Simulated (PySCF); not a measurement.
# A diatomic session: SiAs, part 1 of 2

Aim: find the lowest electronic state of SiAs, scan its bond at several levels of theory, and get bond length, wavenumber and dissociation energy from each curve.

Method: Si 6-31G(d,p), As 6-31G(d,p), no relativity; program: PySCF 2.14.0.

**1. Input**

A driver script around PySCF takes these settings:

```
atoms                         : Si, As
charge                        : 0
basis                         : Si 6-31G(d,p), As 6-31G(d,p)
Hamiltonian                   : no relativity
basis functions               : 50
electrons treated             : 47
masses in u                   : 27.9769, 74.9216
levels                        : PBE0, PBE, r²SCAN, revPBE, BLYP, r²SCANh, ωB97X, HF, MP2, SCS-MP2, CCSD, CCSD(T)
grid                          : 80 radial by 434 angular points
occupations                   : held fixed by the projection of orbital angular momentum
dissociation limit            : Si + As, each in its ground configuration
starting distance in angstrom : 2.290
values of 2S to try           : 1, 3, 5
```

Started as:

```
$ OMP_NUM_THREADS=1 python dia.py task.json out
```

After the search, every level is run at each distance in turn; below they are sorted by level.

**2. Search for the lowest state**

At the starting distance of 2.290 Å the search finds these solutions (others can lie among them):

```
2Ms+1     unpaired          term  E (eV)  ⟨S²⟩  ⟨Lz²⟩  μ (D)
    2          π ↑            ²Π    0.00  0.77   1.01  -0.86
    2          σ ↑           ²Σ⁺    0.48  0.78   0.00  -1.19
    4        π ↑↑↑            ⁴Π    1.54  3.76   1.00   0.49
    4    σ ↑, π ↑↑  not assigned    1.78  3.76   2.01  -0.54
    2        π ↑↑↓  not assigned    1.93  1.76   3.02   0.47
    2    σ ↓, π ↑↑  not assigned    2.24  1.77   2.01  -0.34
    4    σ ↑, π ↑↑  not assigned    2.28  3.76   2.00  -0.87
    2    σ ↓, π ↑↑  not assigned    2.74  1.77   2.00  -0.69
    6  σ ↑, π ↑↑↑↑           ⁶Σ⁺    3.01  8.75   0.00   1.20
    2          π ↑  not assigned    3.20  0.75   3.01   0.45
```

10 of 14 solutions are listed, lowest first.

A term symbol stands only where ⟨S²⟩ and ⟨Lz²⟩ are near those of a pure state. A positive dipole means Si(−)As(+).

Followed over a short scan are these candidates:

```
2Ms+1     unpaired  R at minimum (Å)  energy at minimum (eV)
    2          π ↑              2.19                    0.00
    2          σ ↑              2.08                    0.20
    4        π ↑↑↑     not bracketed                  ≤ 1.48
    6  σ ↑, π ↑↑↑↑     not bracketed                  ≤ 2.78
```

The search made 18 SCF attempts at the starting distance; with the short scans it took 20 s of wall time (1 thread of Oxide Virtual Turin-like (Zen 5), shared host).

**3. The PBE0 curve of the state that the search chose**

State followed: ²Π (doublet), unpaired electrons π ↑. The scan is laid around 2.186 Å.

Log of the SCF at 2.186 Å:

```text
******** <class 'pyscf.dft.uks_symm.SymAdaptedUKS'> ********
method = SymAdaptedUKS
initial guess = minao
damping factor = 0
level_shift factor = 0
DIIS = <class 'pyscf.scf.diis.CDIIS'>
diis_start_cycle = 1
diis_space = 10
diis_damp = 0
SCF conv_tol = 1e-09
SCF conv_tol_grad = None
SCF max_cycles = 60
direct_scf = False
max_memory 909 MB (current use 299 MB)
number electrons alpha = 24  beta = 23
XC library pyscf.dft.libxc version 7.0.0
    S. Lehtola, C. Steigemann, M. J.T. Oliveira, and M. A.L. Marques.,  SoftwareX 7, 1–5 (2018)
XC functionals = PBE0
    C. Adamo and V. Barone.,  J. Chem. Phys. 110, 6158 (1999)
    M. Ernzerhof and G. E. Scuseria.,  J. Chem. Phys. 110, 5029 (1999)
small_rho_cutoff = 0
Overwritten attributes  get_j get_occ get_k get_hcore get_jk  of <class 'pyscf.dft.uks_symm.SymAdaptedUKS'>
<class 'pyscf.dft.uks_symm.SymAdaptedUKS'> does not have attributes  refdm
Set gradient conv threshold to 3.16228e-05
init E= -2524.58324262439
cycle= 1 E= -2524.5977113256  delta_E= -0.0145  |g|= 0.0148  |ddm|= 0.0613
cycle= 2 E= -2524.59762898763  delta_E= 8.23e-05  |g|= 0.0187  |ddm|= 0.0644
cycle= 3 E= -2524.59788395955  delta_E= -0.000255  |g|= 0.00797  |ddm|= 0.0421
cycle= 4 E= -2524.59793623679  delta_E= -5.23e-05  |g|= 0.000826  |ddm|= 0.0128
cycle= 5 E= -2524.59793727491  delta_E= -1.04e-06  |g|= 0.000364  |ddm|= 0.00203
cycle= 6 E= -2524.5979378789  delta_E= -6.04e-07  |g|= 0.000199  |ddm|= 0.0016
cycle= 7 E= -2524.59793861672  delta_E= -7.38e-07  |g|= 7.88e-05  |ddm|= 0.00355
cycle= 8 E= -2524.59793871998  delta_E= -1.03e-07  |g|= 2.28e-05  |ddm|= 0.0016
cycle= 9 E= -2524.59793872405  delta_E= -4.07e-09  |g|= 4.1e-06  |ddm|= 0.000282
cycle= 10 E= -2524.59793872413  delta_E= -8.14e-11  |g|= 9.42e-07  |ddm|= 3.7e-05
Extra cycle  E= -2524.59793872413  delta_E= 2.73e-12  |g|= 2e-06  |ddm|= 5.6e-06
converged SCF energy = -2524.59793872413  <S^2> = 0.75664036  2S+1 = 2.0066294
```

The curve and what changes along it:

```
 R (Å)  E (eV)  μ (D)  Mulliken charge of Si (e)  Mayer bond order  ⟨S²⟩  HOMO (eV)  LUMO (eV)
1.8800  1.3379  -0.06                       0.09              2.06  0.75      -6.63      -5.21
1.9674  0.5941  -0.22                       0.11              2.09  0.75      -6.70      -5.00
2.0548  0.1843  -0.39                       0.13              2.11  0.75      -6.75      -4.82
2.1204  0.0395  -0.52                       0.15              2.12  0.75      -6.68      -4.69
2.1860  0.0000  -0.65                       0.16              2.13  0.76      -6.53      -4.58
2.2516  0.0416  -0.78                       0.16              2.14  0.76      -6.40      -4.47
2.3390  0.1887  -0.94                       0.17              2.13  0.79      -6.23      -4.34
2.4483  0.4605  -1.05                       0.17              1.98  0.93      -6.06      -4.20
2.5795  0.8242  -1.09                       0.16              1.70  1.18      -5.96      -4.07
2.7544  1.2982  -1.18                       0.15              1.39  1.44      -5.91      -3.93
```

Constants from the curve: Re = 2.182 Å, ωe = 506 cm⁻¹, ωexe = 1.97 cm⁻¹, αe = 0.000726 cm⁻¹, Be = 0.1738 cm⁻¹, De = 3.17 eV, μ = -0.64 D.

Orbitals nearest the gap at 2.186 Å:

```
spin  orbital  ε (eV)  filled                          made of
   α        σ  -17.30     yes             As s 72 %, Si s 19 %
   β        σ  -16.45     yes             As s 68 %, Si s 22 %
   α        σ  -11.63     yes  Si s 65 %, As s 23 %, As p 12 %
   β        σ  -11.25     yes  Si s 62 %, As s 25 %, As p 12 %
   α        π   -7.57     yes             As p 71 %, Si p 28 %
   α        σ   -6.97     yes  As p 44 %, Si p 38 %, Si s 14 %
   α        π   -6.82     yes             As p 67 %, Si p 31 %
   β        σ   -6.79     yes  As p 44 %, Si p 40 %, Si s 12 %
   β        π   -6.53     yes             As p 60 %, Si p 38 %
   β        π   -4.58      no             As p 56 %, Si p 43 %
   α        π   -2.70      no             Si p 71 %, As p 28 %
   α        π   -2.18      no             Si p 68 %, As p 31 %
   β        π   -2.08      no             Si p 61 %, As p 38 %
```

Polarisability there: 94.5 bohr³ along the bond, 43.2 across it. Without diffuse functions these come out too small, above all across the bond.

**4. Fields at the reference distance**

Orbitals, density, ELF and potential are computed afterwards from the orbital file.

Frontier orbitals at PBE0 (alpha spin), with the share of their density that lies nearest to each atom:

```
orbital  energy (eV)             lies on
 HOMO-1        -6.97  Si1 53 %; As2 47 %
   HOMO        -6.82  As2 66 %; Si1 34 %
   LUMO        -2.70  Si1 69 %; As2 31 %
```

ELF in a plane through or near 2 of the atoms.

Ten even steps from '0' (0.00) to '9' (0.99):
```
0000000000000000000000000000
0000001110000001111110000000
0001133321110111222222100000
0013456543211123344444321000
0135677764322233455555422000
0257888886433455566777643200
1478999985345666444588865310
2689999821114774222258977420
3799999416522762356337987520
3799999268861762645626988530
3799999268861762655626988530
3799999416522762366337987520
2689999831114774222258977420
1478999985345666444588865310
0257888876433455566777643200
0135677764322233455555422000
0013456543211123344444321000
0001133321110111222222100000
0000001110000001111110000000
0000000000000000000000000000
```
The map spans 7.4 Å across and 5.2 Å up, centred on the molecule. Atoms in the plane (x, y in Å): Si1 (-1.1, 0.0), As2 (1.1, 0.0).

On the surface of density 0.002 e/bohr³ the electrostatic potential runs, from the 1st to the 99th percentile, from -0.34 V near As2 to 1.60 V near Si1.

The spin density lies nearest to As2 71 %; Si1 29 %.

**5. Other states along the same grid**

State 2: ²Σ⁺ (doublet), unpaired electrons σ ↑, an excited solution.

Log of the SCF at 2.186 Å:

```text
[... 13 set-up lines left out, the same as in an earlier log ...]
max_memory 909 MB (current use 350 MB)
[... 8 set-up lines left out, the same as in an earlier log ...]
init E= -2524.56450732443
cycle= 1 E= -2524.58649884853  delta_E= -0.022  |g|= 0.0166  |ddm|= 0.0585
cycle= 2 E= -2524.58659508282  delta_E= -9.62e-05  |g|= 0.0153  |ddm|= 0.0511
cycle= 3 E= -2524.58673268426  delta_E= -0.000138  |g|= 0.00715  |ddm|= 0.0259
cycle= 4 E= -2524.58676636868  delta_E= -3.37e-05  |g|= 0.00264  |ddm|= 0.012
cycle= 5 E= -2524.58677324584  delta_E= -6.88e-06  |g|= 0.000519  |ddm|= 0.00448
cycle= 6 E= -2524.58677370024  delta_E= -4.54e-07  |g|= 0.00013  |ddm|= 0.00123
cycle= 7 E= -2524.58677384202  delta_E= -1.42e-07  |g|= 8.47e-05  |ddm|= 0.000973
cycle= 8 E= -2524.5867739265  delta_E= -8.45e-08  |g|= 7.25e-05  |ddm|= 0.000671
cycle= 9 E= -2524.58677412047  delta_E= -1.94e-07  |g|= 4.78e-05  |ddm|= 0.002
cycle= 10 E= -2524.5867742495  delta_E= -1.29e-07  |g|= 9.67e-06  |ddm|= 0.00315
cycle= 11 E= -2524.58677425054  delta_E= -1.04e-09  |g|= 1.29e-06  |ddm|= 0.000278
cycle= 12 E= -2524.58677425054  delta_E= -7.73e-12  |g|= 1.95e-07  |ddm|= 1.42e-05
Extra cycle  E= -2524.58677425054  delta_E= -4.55e-13  |g|= 2.01e-07  |ddm|= 7.34e-07
converged SCF energy = -2524.58677425054  <S^2> = 0.75812478  2S+1 = 2.0081083
```

Re = 2.079 Å, ωe = 563 cm⁻¹, ωexe = 1.62 cm⁻¹, αe = 0.000777 cm⁻¹, Be = 0.1915 cm⁻¹, μ = -1.06 D. Its minimum lies 0.19 eV above that of the lowest state.

State 3: ⁴Π (quartet), unpaired electrons π ↑↑↑, an excited solution.

The SCF at the reference distance, 2.186 Å, printed:

```text
[... 13 set-up lines left out, the same as in an earlier log ...]
max_memory 909 MB (current use 314 MB)
number electrons alpha = 25  beta = 22
[... 7 set-up lines left out, the same as in an earlier log ...]
init E= -2524.52093737272
cycle= 1 E= -2524.52642048219  delta_E= -0.00548  |g|= 0.0103  |ddm|= 0.0702
cycle= 2 E= -2524.52648103541  delta_E= -6.06e-05  |g|= 0.00714  |ddm|= 0.0542
cycle= 3 E= -2524.52652902199  delta_E= -4.8e-05  |g|= 0.00239  |ddm|= 0.0216
cycle= 4 E= -2524.52653106091  delta_E= -2.04e-06  |g|= 0.000209  |ddm|= 0.00268
cycle= 5 E= -2524.52653112963  delta_E= -6.87e-08  |g|= 5.78e-05  |ddm|= 0.000784
cycle= 6 E= -2524.5265311385  delta_E= -8.87e-09  |g|= 2.8e-05  |ddm|= 0.00025
cycle= 7 E= -2524.52653113949  delta_E= -9.93e-10  |g|= 8.47e-06  |ddm|= 9.75e-05
Extra cycle  E= -2524.52653113954  delta_E= -4.46e-11  |g|= 6.83e-06  |ddm|= 2.74e-05
converged SCF energy = -2524.52653113954  <S^2> = 3.7594284  2S+1 = 4.0047114
```

Re = 2.463 Å, ωe = 338 cm⁻¹, ωexe = 1.16 cm⁻¹, αe = 0.000674 cm⁻¹, Be = 0.1364 cm⁻¹, μ = 0.02 D. Its minimum lies 1.47 eV above that of the lowest state.

State 4: ⁶Σ⁺ (sextet), unpaired electrons σ ↑, π ↑↑↑↑, an excited solution.

Log of the SCF at 2.186 Å:

```text
[... 14 set-up lines left out, the same as in an earlier log ...]
number electrons alpha = 26  beta = 21
[... 7 set-up lines left out, the same as in an earlier log ...]
init E= -2524.464050652
cycle= 1 E= -2524.46907245646  delta_E= -0.00502  |g|= 0.00872  |ddm|= 0.0666
cycle= 2 E= -2524.46911957806  delta_E= -4.71e-05  |g|= 0.00585  |ddm|= 0.0243
cycle= 3 E= -2524.4691405721  delta_E= -2.1e-05  |g|= 0.00108  |ddm|= 0.00912
cycle= 4 E= -2524.46914174272  delta_E= -1.17e-06  |g|= 0.000374  |ddm|= 0.00312
cycle= 5 E= -2524.46914216969  delta_E= -4.27e-07  |g|= 0.000234  |ddm|= 0.00185
cycle= 6 E= -2524.46914225179  delta_E= -8.21e-08  |g|= 5.63e-05  |ddm|= 0.001
cycle= 7 E= -2524.46914225661  delta_E= -4.81e-09  |g|= 1.8e-05  |ddm|= 0.000294
cycle= 8 E= -2524.46914225705  delta_E= -4.42e-10  |g|= 2.86e-06  |ddm|= 4.99e-05
Extra cycle  E= -2524.46914225706  delta_E= -1.05e-11  |g|= 1.86e-06  |ddm|= 1.15e-05
converged SCF energy = -2524.46914225706  <S^2> = 8.7524784  2S+1 = 6.0008261
```

Re = 2.647 Å, ωe = 208.4 cm⁻¹, ωexe = 2.98 cm⁻¹, αe = 0.00151 cm⁻¹, Be = 0.1181 cm⁻¹, μ = 1.68 D. Its minimum lies 2.71 eV above that of the lowest state.

Energy (eV) from the lowest point of the lowest state:

```
R (Å)  lowest  state 2  state 3  state 4
1.880   1.338    0.818    4.727    6.558
1.967   0.594    0.361    3.530    5.283
2.055   0.184    0.194    2.700    4.376
2.120   0.039    0.206    2.260    3.879
2.186   0.000    0.304    1.943    3.505
2.252   0.042    0.464    1.724    3.228
2.339   0.189    0.747    1.551    2.978
2.448   0.460    1.166    1.475    2.800
2.579   0.824    1.712    1.525    2.717
2.754   1.298    2.444    1.732    2.724
```

**6. PBE (GGA)**

Output of the SCF at 2.186 Å:

```text
[... 17 set-up lines left out, the same as in an earlier log ...]
XC functionals = PBE
    J. P. Perdew, K. Burke, and M. Ernzerhof.,  Phys. Rev. Lett. 77, 3865 (1996)
    J. P. Perdew, K. Burke, and M. Ernzerhof.,  Phys. Rev. Lett. 78, 1396 (1997)
    J. P. Perdew, K. Burke, and M. Ernzerhof.,  Phys. Rev. Lett. 77, 3865 (1996)
    J. P. Perdew, K. Burke, and M. Ernzerhof.,  Phys. Rev. Lett. 78, 1396 (1997)
[... 2 set-up lines left out, the same as in an earlier log ...]
init E= -2524.51200996139
cycle= 1 E= -2524.51224332675  delta_E= -0.000233  |g|= 0.0569  |ddm|= 0.103
cycle= 2 E= -2524.49797855158  delta_E= 0.0143  |g|= 0.139  |ddm|= 0.256
cycle= 3 E= -2524.51136791736  delta_E= -0.0134  |g|= 0.0446  |ddm|= 0.281
cycle= 4 E= -2524.51351803424  delta_E= -0.00215  |g|= 0.00131  |ddm|= 0.0747
cycle= 5 E= -2524.51351966551  delta_E= -1.63e-06  |g|= 0.000421  |ddm|= 0.00306
cycle= 6 E= -2524.51352002716  delta_E= -3.62e-07  |g|= 0.00012  |ddm|= 0.00136
cycle= 7 E= -2524.51352011981  delta_E= -9.27e-08  |g|= 0.000105  |ddm|= 0.00124
cycle= 8 E= -2524.51352013557  delta_E= -1.58e-08  |g|= 3.55e-05  |ddm|= 0.00036
cycle= 9 E= -2524.51352013705  delta_E= -1.49e-09  |g|= 1.87e-06  |ddm|= 8.16e-05
cycle= 10 E= -2524.51352013706  delta_E= -3.18e-12  |g|= 1.41e-07  |ddm|= 4.63e-06
Extra cycle  E= -2524.51352013706  delta_E= -4.55e-13  |g|= 1.26e-07  |ddm|= 6.38e-07
converged SCF energy = -2524.51352013706  <S^2> = 0.75321396  2S+1 = 2.0032114
```

Re = 2.213 Å, ωe = 473 cm⁻¹, ωexe = 1.41 cm⁻¹, αe = 0.000722 cm⁻¹, Be = 0.1689 cm⁻¹, De = 3.50 eV, μ = -0.49 D. 12 s of CPU time for 12 points, integrals apart.

**7. r²SCAN**

Log of the SCF at 2.186 Å:

```text
[... 17 set-up lines left out, the same as in an earlier log ...]
XC functionals = R2SCAN
    J. W. Furness, A. D. Kaplan, J. Ning, J. P. Perdew, and J. Sun.,  J. Phys. Chem. Lett. 11, 8208-8215 (2020)
    J. W. Furness, A. D. Kaplan, J. Ning, J. P. Perdew, and J. Sun.,  J. Phys. Chem. Lett. 11, 9248-9248 (2020)
    J. W. Furness, A. D. Kaplan, J. Ning, J. P. Perdew, and J. Sun.,  J. Phys. Chem. Lett. 11, 8208-8215 (2020)
    J. W. Furness, A. D. Kaplan, J. Ning, J. P. Perdew, and J. Sun.,  J. Phys. Chem. Lett. 11, 9248-9248 (2020)
[... 2 set-up lines left out, the same as in an earlier log ...]
init E= -2524.94639050102
cycle= 1 E= -2524.94718055744  delta_E= -0.00079  |g|= 0.0138  |ddm|= 0.0802
cycle= 2 E= -2524.94718143637  delta_E= -8.79e-07  |g|= 0.0134  |ddm|= 0.0143
cycle= 3 E= -2524.94720861481  delta_E= -2.72e-05  |g|= 0.00243  |ddm|= 0.00978
cycle= 4 E= -2524.94721369213  delta_E= -5.08e-06  |g|= 0.00111  |ddm|= 0.00583
cycle= 5 E= -2524.94721492317  delta_E= -1.23e-06  |g|= 4.67e-05  |ddm|= 0.00202
cycle= 6 E= -2524.94721492649  delta_E= -3.32e-09  |g|= 2.12e-05  |ddm|= 0.000194
cycle= 7 E= -2524.94721492715  delta_E= -6.62e-10  |g|= 5.79e-06  |ddm|= 6.19e-05
Extra cycle  E= -2524.94721492732  delta_E= -1.73e-10  |g|= 4.52e-06  |ddm|= 3.55e-05
converged SCF energy = -2524.94721492732  <S^2> = 0.75808556  2S+1 = 2.0080693
```

Re = 2.191 Å, ωe = 494 cm⁻¹, ωexe = 1.68 cm⁻¹, αe = 0.000734 cm⁻¹, Be = 0.1724 cm⁻¹, De = 3.25 eV, μ = -0.55 D.

**8. revPBE (GGA)**

Output of the SCF at 2.186 Å:

```text
[... 13 set-up lines left out, the same as in an earlier log ...]
max_memory 909 MB (current use 327 MB)
[... 3 set-up lines left out, the same as in an earlier log ...]
XC functionals = PBE_R,PBE
    Y. Zhang and W. Yang.,  Phys. Rev. Lett. 80, 890 (1998)
[... 4 set-up lines left out, the same as in an earlier log ...]
init E= -2524.76108078507
cycle= 1 E= -2524.7611623527  delta_E= -8.16e-05  |g|= 0.0501  |ddm|= 0.0974
cycle= 2 E= -2524.74761160959  delta_E= 0.0136  |g|= 0.132  |ddm|= 0.253
cycle= 3 E= -2524.761070321  delta_E= -0.0135  |g|= 0.0341  |ddm|= 0.26
cycle= 4 E= -2524.76232846969  delta_E= -0.00126  |g|= 0.00113  |ddm|= 0.0571
cycle= 5 E= -2524.76232976716  delta_E= -1.3e-06  |g|= 0.000357  |ddm|= 0.00265
cycle= 6 E= -2524.76233007547  delta_E= -3.08e-07  |g|= 0.000104  |ddm|= 0.00132
cycle= 7 E= -2524.76233017173  delta_E= -9.63e-08  |g|= 8.08e-05  |ddm|= 0.0014
cycle= 8 E= -2524.76233018091  delta_E= -9.18e-09  |g|= 4.83e-06  |ddm|= 0.000267
cycle= 9 E= -2524.76233018094  delta_E= -2.96e-11  |g|= 1.97e-06  |ddm|= 1.54e-05
Extra cycle  E= -2524.76233018093  delta_E= 3.18e-12  |g|= 2.36e-06  |ddm|= 7.29e-06
converged SCF energy = -2524.76233018093  <S^2> = 0.7537994  2S+1 = 2.0037958
```

Re = 2.219 Å, ωe = 470 cm⁻¹, ωexe = 1.45 cm⁻¹, αe = 0.000715 cm⁻¹, Be = 0.1680 cm⁻¹, De = 3.27 eV, μ = -0.47 D. 9.1 s of CPU time for 12 points, integrals apart.

**9. BLYP**

Log of the SCF at 2.186 Å:

```text
[... 17 set-up lines left out, the same as in an earlier log ...]
XC functionals = BLYP
    A. D. Becke.,  Phys. Rev. A 38, 3098 (1988)
    C. Lee, W. Yang, and R. G. Parr.,  Phys. Rev. B 37, 785 (1988)
    B. Miehlich, A. Savin, H. Stoll, and H. Preuss.,  Chem. Phys. Lett. 157, 200 (1989)
[... 2 set-up lines left out, the same as in an earlier log ...]
init E= -2525.04859622496
cycle= 1 E= -2525.04944700392  delta_E= -0.000851  |g|= 0.0665  |ddm|= 0.123
cycle= 2 E= -2525.03650720201  delta_E= 0.0129  |g|= 0.14  |ddm|= 0.242
cycle= 3 E= -2525.04632508498  delta_E= -0.00982  |g|= 0.0638  |ddm|= 0.301
cycle= 4 E= -2525.05071935727  delta_E= -0.00439  |g|= 0.00166  |ddm|= 0.106
cycle= 5 E= -2525.05072166577  delta_E= -2.31e-06  |g|= 0.000565  |ddm|= 0.00405
cycle= 6 E= -2525.05072217229  delta_E= -5.07e-07  |g|= 0.000137  |ddm|= 0.0016
cycle= 7 E= -2525.05072225605  delta_E= -8.38e-08  |g|= 0.000109  |ddm|= 0.00109
cycle= 8 E= -2525.05072227243  delta_E= -1.64e-08  |g|= 3.99e-05  |ddm|= 0.000367
cycle= 9 E= -2525.05072227425  delta_E= -1.82e-09  |g|= 1.06e-06  |ddm|= 7.87e-05
cycle= 10 E= -2525.05072227426  delta_E= -6.37e-12  |g|= 1.49e-07  |ddm|= 2.29e-06
Extra cycle  E= -2525.05072227426  delta_E= 2.73e-12  |g|= 4.63e-07  |ddm|= 1.18e-06
converged SCF energy = -2525.05072227426  <S^2> = 0.75212748  2S+1 = 2.0021263
```

Re = 2.231 Å, ωe = 456 cm⁻¹, ωexe = 1.41 cm⁻¹, αe = 0.000735 cm⁻¹, Be = 0.1663 cm⁻¹, De = 3.50 eV, μ = -0.57 D. 9.7 s of CPU time for 12 points, integrals apart.

**10. r²SCANh (hybrid meta-GGA)**

Output of the SCF at 2.186 Å:

```text
[... 13 set-up lines left out, the same as in an earlier log ...]
max_memory 909 MB (current use 328 MB)
[... 3 set-up lines left out, the same as in an earlier log ...]
XC functionals = HYB_MGGA_XC_R2SCANH
    M. Bursch, H. Neugebauer, S. Ehlert, and S. Grimme.,  J. Chem. Phys. 156, 134105 (2022)
[... 2 set-up lines left out, the same as in an earlier log ...]
init E= -2524.93923217314
cycle= 1 E= -2524.93957049982  delta_E= -0.000338  |g|= 0.00744  |ddm|= 0.0604
cycle= 2 E= -2524.93916213038  delta_E= 0.000408  |g|= 0.0216  |ddm|= 0.0479
cycle= 3 E= -2524.93963458662  delta_E= -0.000472  |g|= 0.0015  |ddm|= 0.0351
cycle= 4 E= -2524.93963598132  delta_E= -1.39e-06  |g|= 0.000412  |ddm|= 0.00183
cycle= 5 E= -2524.9396364089  delta_E= -4.28e-07  |g|= 0.000172  |ddm|= 0.00152
cycle= 6 E= -2524.93963657676  delta_E= -1.68e-07  |g|= 0.00012  |ddm|= 0.000912
cycle= 7 E= -2524.93963676049  delta_E= -1.84e-07  |g|= 6e-05  |ddm|= 0.00155
cycle= 8 E= -2524.93963681207  delta_E= -5.16e-08  |g|= 1.32e-05  |ddm|= 0.00114
cycle= 9 E= -2524.93963681397  delta_E= -1.91e-09  |g|= 4.69e-06  |ddm|= 0.000255
cycle= 10 E= -2524.939636814  delta_E= -2.96e-11  |g|= 5.07e-07  |ddm|= 2.04e-05
Extra cycle  E= -2524.93963681401  delta_E= -3.64e-12  |g|= 9.97e-07  |ddm|= 3.43e-06
converged SCF energy = -2524.93963681401  <S^2> = 0.75989375  2S+1 = 2.0098694
```

Re = 2.182 Å, ωe = 503 cm⁻¹, ωexe = 2.00 cm⁻¹, αe = 0.000744 cm⁻¹, Be = 0.1738 cm⁻¹, De = 3.14 eV, μ = -0.61 D. 17 s of CPU time for 12 points, integrals apart.

**11. ωB97X (range-separated hybrid)**

Log of the SCF at 2.186 Å:

```text
[... 17 set-up lines left out, the same as in an earlier log ...]
XC functionals = WB97X
    J.-D. Chai and M. Head-Gordon.,  J. Chem. Phys. 128, 084106 (2008)
[... 2 set-up lines left out, the same as in an earlier log ...]
init E= -2525.01050266601
cycle= 1 E= -2525.01156813127  delta_E= -0.00107  |g|= 0.0135  |ddm|= 0.0915
cycle= 2 E= -2525.01165877862  delta_E= -9.06e-05  |g|= 0.00959  |ddm|= 0.0287
cycle= 3 E= -2525.01167768342  delta_E= -1.89e-05  |g|= 0.0017  |ddm|= 0.00665
cycle= 4 E= -2525.01168357993  delta_E= -5.9e-06  |g|= 0.000753  |ddm|= 0.00733
cycle= 5 E= -2525.01168442771  delta_E= -8.48e-07  |g|= 0.000314  |ddm|= 0.00212
cycle= 6 E= -2525.01168502834  delta_E= -6.01e-07  |g|= 0.000148  |ddm|= 0.00213
cycle= 7 E= -2525.01168518347  delta_E= -1.55e-07  |g|= 6.83e-05  |ddm|= 0.00112
cycle= 8 E= -2525.01168522378  delta_E= -4.03e-08  |g|= 3.17e-05  |ddm|= 0.000545
cycle= 9 E= -2525.01168523151  delta_E= -7.73e-09  |g|= 1.39e-05  |ddm|= 0.000274
cycle= 10 E= -2525.01168523304  delta_E= -1.53e-09  |g|= 1.16e-05  |ddm|= 8.28e-05
cycle= 11 E= -2525.01168523558  delta_E= -2.54e-09  |g|= 7.89e-06  |ddm|= 0.000159
cycle= 12 E= -2525.01168523739  delta_E= -1.81e-09  |g|= 3.21e-06  |ddm|= 0.000213
cycle= 13 E= -2525.0116852376  delta_E= -2.06e-10  |g|= 1.08e-06  |ddm|= 8.24e-05
Extra cycle  E= -2525.0116852376  delta_E= -2.73e-12  |g|= 6.85e-07  |ddm|= 4.59e-06
converged SCF energy = -2525.0116852376  <S^2> = 0.75598345  2S+1 = 2.0059745
```

Re = 2.153 Å, ωe = 541 cm⁻¹, Be = 0.1786 cm⁻¹, De = 3.34 eV, μ = -0.67 D. 23 s of CPU time for 12 points, integrals apart.

(Continued in part 2 of 2.)
